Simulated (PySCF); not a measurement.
# Al2BH6O8: the cost of one run

Computed with PySCF 2.14.0; each step states its level. No surroundings beyond the atoms listed, unless a continuum is named. Atoms count from 0, parts from 1.

### Step 1. Starting point

17 atoms, charge -1, multiplicity 1; geometry: GFN2-xTB, rigid scan. Parts: 1 = atoms 0–4, `[OH][Al+][OH]`, charge 1; 2 = atoms 5–13, `[OH][Al-]([OH])([OH])[OH]`, charge -1; 3 = atoms 14–16, `O=B[O-]`, charge -1.

### Step 2. Interaction energy: 1.82 Å

What the job is given:

```
{"job": {"kind": "inter", "xc": "wB97M-D3(BJ)", "basis": "def2-SVP"}, "charge": -1, "multiplicity": 1, "parts": [{"atoms": "0-4", "charge": 1, "multiplicity": 1}, {"atoms": "5-13", "charge": -1, "multiplicity": 1}, {"atoms": "14-16", "charge": -1, "multiplicity": 1}]}
Al    -0.584719     0.290366     0.402885
O      0.879502     0.167534     1.233497
O     -0.548860    -0.705352    -0.960077
H      1.179551     0.583736     2.028093
H     -1.205367    -0.864101    -1.622661
O     -2.037057     0.304643     1.345480
Al    -2.664250     2.200708     0.893367
O     -2.594697     2.536137     2.576399
O     -1.020055     1.993746    -0.000274
O     -4.021795     1.483798     0.124845
H     -2.583514    -0.213130     1.919035
H     -2.715216     3.404494     2.932487
H     -0.619932     2.678255    -0.525333
H     -4.649153     1.962447    -0.397147
O     -3.544422     6.180774    -0.360912
B     -3.177103     5.055549    -0.060897
O     -2.787426     3.898479     0.239071
```

With the program's defaults for keys left out, this is: wB97M-D3(BJ)/def2-SVP interaction energy, counterpoise and uncorrected, gas phase.

Started as:

```
> OMP_NUM_THREADS=1 python cluster_run.py task.json out
```

This one command runs all jobs of the session in turn.

Q: Estimate the wall time and peak memory of this first job on 1 thread of Intel Xeon at 2.50GHz, shared host.

About 6.4 min, with a peak of 0.69 GiB.
